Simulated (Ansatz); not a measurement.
# TiH2SO6: the cost of one run

Method: DFT, PBE, plane-wave PAW, default files, scalar-relativistic, as far as a step names no other, in Ansatz 0.2.0.

A COD entry behind a cell of this session may itself be a prediction, so a difference from it is no test against experiment.

1 further run of the same task is left out (set aside as unsound or not needed).

## 1. The starting structure

It takes space group P2_12_12_1 (No. 19, orthorhombic). Conventional cell: a = 5.133 Å, b = 8.614 Å, c = 9.818 Å, α = 90.00°, β = 90.00°, γ = 90.00°. Ti (site symmetry 1) has 6 O at 1.69 to 2.14 Å as nearest neighbours. H (site symmetry 1) is surrounded by 1 O at 0.83 Å. H (site symmetry 1) is surrounded by 1 O at 0.92 Å. Around S (site symmetry 1) lie 4 O at 1.45 to 1.49 Å. O (site symmetry 1) has 2 Ti at 1.69 to 1.96 Å as nearest neighbours. Around O (site symmetry 1) lie 1 S at 1.45 Å. O (site symmetry 1) has 1 S at 1.49 Å and 1 Ti at 1.97 Å as nearest neighbours. Only part of the 10 independent sites is listed.

Structure file:

```
Ti H S O
1.0
     5.13300    0.00000    0.00000
     0.00000    8.61400    0.00000
     0.00000    0.00000    9.81800
Ti H S O
4 8 4 24
Cartesian
  1.1630 6.1116 3.6744
  3.9700 1.8046 1.2346
  1.4035 2.5024 8.5834
  3.7295 6.8094 6.1436
  4.2655 8.0110 0.2160
  0.8675 3.7040 4.6930
  3.4340 0.6030 5.1250
  1.6990 4.9100 9.6020
  3.1003 7.9421 0.3633
  2.0327 3.6351 4.5457
  4.5992 0.6719 5.2723
  0.5338 4.9789 9.4547
  3.9015 5.0523 1.7078
  1.2315 0.7453 3.2012
  3.7980 3.5617 6.6168
  1.3350 7.8687 8.1102
  4.9734 6.3578 4.6921
  0.1596 2.0508 0.2169
  2.7261 2.2562 9.6011
  2.4069 6.5632 5.1259
  3.6809 5.2851 0.2896
  1.4521 0.9781 4.6194
  4.0186 3.3289 5.1986
  1.1144 7.6359 9.5284
  1.3248 7.9070 2.8687
  3.8082 3.6000 2.0403
  1.2417 0.7070 7.7777
  3.8913 5.0140 6.9493
  2.9352 5.7522 2.5381
  2.1978 1.4452 2.3709
  4.7643 2.8618 7.4471
  0.3687 7.1688 7.2799
  0.1435 5.5048 2.0526
  4.9895 1.1978 2.8564
  2.4230 3.1092 6.9616
  2.7100 7.4162 7.7654
  3.7882 8.4214 0.7541
  1.3448 4.1144 4.1549
  3.9113 0.1926 5.6631
  1.2217 4.4996 9.0639
```

## 2. Single point at the given positions

input.yaml

```yaml
crystal:
  lattice:
    - [5.133, 0.0, 0.0]
    - [0.0, 8.614, 0.0]
    - [0.0, 0.0, 9.818]
  atoms:
    - { symbol: Ti, position: [0.22658, 0.7095, 0.37425] }
    - { symbol: Ti, position: [0.77342, 0.2095, 0.12575] }
    - { symbol: Ti, position: [0.27342, 0.2905, 0.87425] }
    - { symbol: Ti, position: [0.72658, 0.7905, 0.62575] }
    - { symbol: H, position: [0.831, 0.93, 0.022] }
    - { symbol: H, position: [0.169, 0.43, 0.478] }
    - { symbol: H, position: [0.669, 0.07, 0.522] }
    - { symbol: H, position: [0.331, 0.57, 0.978] }
    - { symbol: H, position: [0.604, 0.922, 0.037] }
    - { symbol: H, position: [0.396, 0.422, 0.463] }
    - { symbol: H, position: [0.896, 0.078, 0.537] }
    - { symbol: H, position: [0.104, 0.578, 0.963] }
    - { symbol: S, position: [0.76008, 0.58652, 0.17395] }
    - { symbol: S, position: [0.23992, 0.08652, 0.32605] }
    - { symbol: S, position: [0.73992, 0.41348, 0.67395] }
    - { symbol: S, position: [0.26008, 0.91348, 0.82605] }
    - { symbol: O, position: [0.9689, 0.73808, 0.47791] }
    - { symbol: O, position: [0.0311, 0.23808, 0.02209] }
    - { symbol: O, position: [0.5311, 0.26192, 0.97791] }
    - { symbol: O, position: [0.4689, 0.76192, 0.52209] }
    - { symbol: O, position: [0.7171, 0.61355, 0.0295] }
    - { symbol: O, position: [0.2829, 0.11355, 0.4705] }
    - { symbol: O, position: [0.7829, 0.38645, 0.5295] }
    - { symbol: O, position: [0.2171, 0.88645, 0.9705] }
    - { symbol: O, position: [0.2581, 0.91792, 0.29219] }
    - { symbol: O, position: [0.7419, 0.41792, 0.20781] }
    - { symbol: O, position: [0.2419, 0.08208, 0.79219] }
    - { symbol: O, position: [0.7581, 0.58208, 0.70781] }
    - { symbol: O, position: [0.57182, 0.66777, 0.25851] }
    - { symbol: O, position: [0.42818, 0.16777, 0.24149] }
    - { symbol: O, position: [0.92818, 0.33223, 0.75851] }
    - { symbol: O, position: [0.07182, 0.83223, 0.74149] }
    - { symbol: O, position: [0.02796, 0.63905, 0.20906] }
    - { symbol: O, position: [0.97204, 0.13905, 0.29094] }
    - { symbol: O, position: [0.47204, 0.36095, 0.70906] }
    - { symbol: O, position: [0.52796, 0.86095, 0.79094] }
    - { symbol: O, position: [0.738, 0.97764, 0.07681] }
    - { symbol: O, position: [0.262, 0.47764, 0.42319] }
    - { symbol: O, position: [0.762, 0.02236, 0.57681] }
    - { symbol: O, position: [0.238, 0.52236, 0.92319] }
kpoints:
  mp_grid: { grid: [5, 3, 3] }
scf:
  occupations: { method: fermi_dirac, width: 0.02 }
hamiltonian:
  xc: pbe
  pseudopotentials: { kind: paw }
output:
  forces: true
  stress: true
  populations: true
  efg:
    quadrupole_moments_barn: { Ti: 0.247, H: 0.00285783, S: -0.0694, O: -0.02558 }
    contact_densities: true
```

The run is started by

```bash
$ ansatz run input.yaml --threads 1 --pin off --max-ram 3072MiB --backend cpu --events-out ev --progress --plain --runs-dir out
```

**Question.** How long does this run take on 1 thread of Intel Xeon Platinum 8488C (Sapphire Rapids), shared host, and how much memory does it need?

About 91 s, with a peak of 1.2 GiB.
